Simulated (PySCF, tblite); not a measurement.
# C₅H₅FOSi: geometry, infrared bands and NMR shifts

Aim: predict the infrared bands and NMR shifts of C₅H₅FOSi (`C#C[Si@@H](F)C(=O)C=C`).

Programs: tblite 0.8.0 and PySCF 2.14.0, with density-fitted response routines of our own. Each step states its level of theory. These are calculated values for one molecule in the gas phase, unless marked as measured. Atoms count from 0, in the outputs and in this text.

### 1 The molecule as given

13 atoms, charge 0, multiplicity 1; geometry from: force field or distance geometry start.

Bonds of the start (Å): C0–C1 1.19, C1–Si2 1.89, Si2–F3 1.60, Si2–C4 1.89, C4–O5 1.23, C4–C6 1.48, C6–C7 1.34, C0–H8 1.07, Si2–H9 1.49, C6–H10 1.09, C7–H11 1.08, C7–H12 1.08.

### 2 Relaxing the molecule with GFN2-xTB

Job settings and geometry (Å):

```
{"job": {"kind": "relax", "xc": "GFN2-xTB", "basis": "xTB"}, "charge": 0, "multiplicity": 1}
C     -3.472500    -0.153400     0.075000
C     -2.429000     0.416100    -0.035000
Si    -0.758800     1.292600    -0.177600
F     -0.427500     1.897500     1.270200
C      0.641700     0.134700    -0.681900
O      0.817100    -0.069400    -1.886700
C      1.469900    -0.467100     0.383100
C      2.470400    -1.304700     0.078200
H     -4.415200    -0.651200     0.165500
H     -0.911700     2.455400    -1.100300
H      1.251300    -0.221900     1.418900
H      3.074200    -1.762600     0.848900
H      2.685800    -1.565700    -0.947800
```

Run with:

```sh
$ OMP_NUM_THREADS=1 python probes_run.py task.json out
```

This one command runs all jobs of the session in turn.

**Question.** This job is followed by: GFN2-xTB harmonic vibrations, gas phase; GIAO PBE0/pcSseg-1 NMR shielding, non-relativistic, gas phase. Predict these results of the whole session: strongest single infrared mode (GFN2-xTB); zero-point energy (GFN2-xTB); 13C shifts against TMS (PBE0/pcSseg-1); 1H shifts against TMS (PBE0/pcSseg-1); 29Si shifts against TMS (PBE0/pcSseg-1); 19F shifts against CFCl3 (PBE0/pcSseg-1); 17O shifts against H2O (PBE0/pcSseg-1).

The runs gave:

```
                                 quantity                                 value
strongest single infrared mode (GFN2-xTB)                  804 cm⁻¹, 254 km/mol
             zero-point energy (GFN2-xTB)                         50.0 kcal/mol
   13C shifts against TMS (PBE0/pcSseg-1)  227.6, 139.5, 135.1, 105.7, 85.2 ppm
    1H shifts against TMS (PBE0/pcSseg-1)      7.35, 6.74, 6.01, 4.85, 2.09 ppm
  29Si shifts against TMS (PBE0/pcSseg-1)                             -49.0 ppm
 19F shifts against CFCl3 (PBE0/pcSseg-1)                            -201.8 ppm
   17O shifts against H2O (PBE0/pcSseg-1)                             798.5 ppm
```

Relaxing lowered the energy by 0.108 eV in 50 steps; the close pair that moved most is C1–Si2, from 1.892 to 1.845 Å. No mode is imaginary among the 33: a minimum at this level. The strongest single mode, at 804 cm⁻¹, moves mainly Si2 and F3. Unscaled tight-binding wavenumbers are off by several per cent, some by more. Its intensities can rank the bands wrongly. The most deshielded hydrogen is H10 (hydrogen on an α carbon of a C=C–C=O unit), at 7.35 ppm: attached to an sp2 carbon and in the plane of the double bond. At PBE0/pcSseg-1: The largest span, 1746 ppm, is at O5, where the paramagnetic term is -863 ppm.
